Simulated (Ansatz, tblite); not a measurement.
**The cluster In7As7H20: one state, many levels**

The task here is to estimate one member of a computed series from the others.

Program: Ansatz 0.2.0, Gaussian basis. Level of theory: as each input shows. These are calculated values, not measurements.

Levels to be run: GFN1-xTB, GFN2-xTB, PBE-D4/def2-SVP, r2SCAN-D4/def2-SVP, r2SCANh-D4/def2-SVP, BHLYP-D4/def2-SVP, B3LYP-D4/def2-SVP, PBE0-D4/def2-TZVP, PBE-D4/def2-TZVP, MP2/def2-SVP, RPA/def2-SVP.

## The geometry

The singlet was relaxed beforehand with PBE-D4/def2-SVP.

34 atoms, charge 0, spin multiplicity 1.

Bond lengths: In1–As9 2.753 Å, In1–As10 2.715 Å, In1–H15 1.737 Å, In1–H16 1.741 Å, In2–As8 2.732 Å, In2–As11 2.733 Å, In2–As12 2.640 Å, In2–H17 1.740 Å, In3–As9 2.662 Å, In3–As11 2.731 Å, In3–As13 2.657 Å, In3–H18 1.742 Å, In4–As8 2.715 Å, In4–As9 2.642 Å, In4–As14 2.666 Å, In4–H19 1.738 Å, In5–As10 2.636 Å, In5–As14 2.699 Å and more. Angles: As9–In1–As10 93.4°, As9–In1–H15 107.2°, As9–In1–H16 103.7°, As10–In1–H15 108.1°, As10–In1–H16 108.8°, H15–In1–H16 129.5°, As8–In2–As11 90.7°, As8–In2–As12 102.0°, As8–In2–H17 110.4°, As11–In2–As12 104.0°, As11–In2–H17 111.3°, As12–In2–H17 130.9°, As9–In3–As11 106.8°, As9–In3–As13 104.0°, As9–In3–H18 115.8°, As11–In3–As13 107.4°, As11–In3–H18 107.2°, As13–In3–H18 115.2° and more.

In takes a core potential in the def2 sets. No spin-orbit coupling is included.

PBE0-D4/def2-SVP was run before; its log isn't repeated, and its numbers join the tables.

Set-up of the first run:

Tight binding, by tblite at 300 K electronic temperature and without a spin-polarisation term:

```python
tblite.interface.Calculator('GFN1-xTB', numbers, positions, charge=0, uhf=0).singlepoint()
```

Tight binding, by tblite at 300 K electronic temperature and without a spin-polarisation term:

```python
tblite.interface.Calculator('GFN2-xTB', numbers, positions, charge=0, uhf=0).singlepoint()
```

start.molden holds the orbitals of an earlier run on this state, given as this run's starting guess.

Input file in.yaml:

```yaml
crystal:
  periodic: [false, false, false]
  atoms:
    - {symbol: In, position_ang: [0.556665, -4.175424, 0.881605]}
    - {symbol: In, position_ang: [-2.705187, 2.770672, -2.275827]}
    - {symbol: In, position_ang: [0.931384, -0.665075, -2.178211]}
    - {symbol: In, position_ang: [-2.522864, -1.083360, 0.657739]}
    - {symbol: In, position_ang: [0.966737, -0.570715, 3.571797]}
    - {symbol: In, position_ang: [1.260469, 1.970163, 1.538860]}
    - {symbol: In, position_ang: [4.236298, -1.165902, 0.763147]}
    - {symbol: As, position_ang: [-3.812542, 0.603918, -1.033416]}
    - {symbol: As, position_ang: [-0.615470, -2.275034, -0.729340]}
    - {symbol: As, position_ang: [2.190897, -2.375481, 2.090356]}
    - {symbol: As, position_ang: [-0.711462, 1.206314, -3.298665]}
    - {symbol: As, position_ang: [-1.559397, 4.030929, -0.258927]}
    - {symbol: As, position_ang: [2.436302, 0.574670, -0.372875]}
    - {symbol: As, position_ang: [-0.967023, 0.559806, 2.066817]}
    - {symbol: H, position_ang: [1.530970, -5.186616, -0.141012]}
    - {symbol: H, position_ang: [-0.712806, -4.614783, 1.989779]}
    - {symbol: H, position_ang: [-3.759477, 3.353799, -3.531640]}
    - {symbol: H, position_ang: [1.807880, -1.424868, -3.478393]}
    - {symbol: H, position_ang: [-3.657927, -2.000511, 1.601863]}
    - {symbol: H, position_ang: [0.856227, -0.552898, 5.302137]}
    - {symbol: H, position_ang: [2.068687, 0.998248, 3.035161]}
    - {symbol: H, position_ang: [1.406751, 3.664093, 1.845928]}
    - {symbol: H, position_ang: [4.757994, -2.216272, -0.518508]}
    - {symbol: H, position_ang: [5.161410, -0.237614, 1.905166]}
    - {symbol: H, position_ang: [-4.526445, -0.273560, -2.062561]}
    - {symbol: H, position_ang: [-5.080918, 1.058523, -0.311370]}
    - {symbol: H, position_ang: [-1.403018, -3.033946, -1.801193]}
    - {symbol: H, position_ang: [2.872743, -3.167431, 3.209657]}
    - {symbol: H, position_ang: [-1.211516, 0.545412, -4.586008]}
    - {symbol: H, position_ang: [0.247911, 2.170817, -3.997811]}
    - {symbol: H, position_ang: [-0.240217, 3.304890, -0.604703]}
    - {symbol: H, position_ang: [-1.172959, 5.213556, -1.174847]}
    - {symbol: H, position_ang: [3.168148, 1.646044, -1.182940]}
    - {symbol: H, position_ang: [-1.798244, 1.347648, 3.078217]}
basis:
  gaussian: {orbitals: def2-SVP, fitting: {mean_field: def2-universal-jkfit}, initial_orbitals: start.molden}
hamiltonian: {xc: pbe, dispersion: d4}
scf: {omitted_lower_state_checks: [starts]}
output: {forces: true, orbitals: {seedname: orbitals}}
```

Launch:

```console
$ ansatz run in.yaml --threads 2 --pin off --events-out ev --progress --plain --max-ram 32768MiB --backend cuda --devices 0, --max-vram 18GiB
```

Among the steps run: PBE-D4/def2-SVP; r2SCAN-D4/def2-SVP; r2SCANh-D4/def2-SVP; BHLYP-D4/def2-SVP; B3LYP-D4/def2-SVP; PBE0-D4/def2-TZVP; PBE-D4/def2-TZVP; MP2/def2-SVP; RPA/def2-SVP.

One table of the session follows, with a row left open; its other results are not shown here.

It belongs to the step «Binding energy». 

| level | binding an atom (eV) |
| --- | --- |
| HF/def2-SVP | 1.513 |
| PBE-D4/def2-SVP | 2.340 |
| PBE-D4/def2-TZVP | ? |
| r2SCAN-D4/def2-SVP | 2.348 |
| r2SCANh-D4/def2-SVP | 2.339 |
| B3LYP-D4/def2-SVP | 2.336 |
| PBE0-D4/def2-SVP | 2.330 |
| PBE0-D4/def2-TZVP | 2.346 |
| BHLYP-D4/def2-SVP | 2.322 |
| MP2/def2-SVP | 2.136 |

Q: Estimate the row for PBE-D4/def2-TZVP from the others.

**Answer.** binding an atom (eV): 2.355. In the column «binding an atom (eV)» it is the highest.

Caveats from the session: Free atoms were run apart at each level; binding is atoms less cluster, divided by the number of atoms, without zero-point or spin-orbit terms.
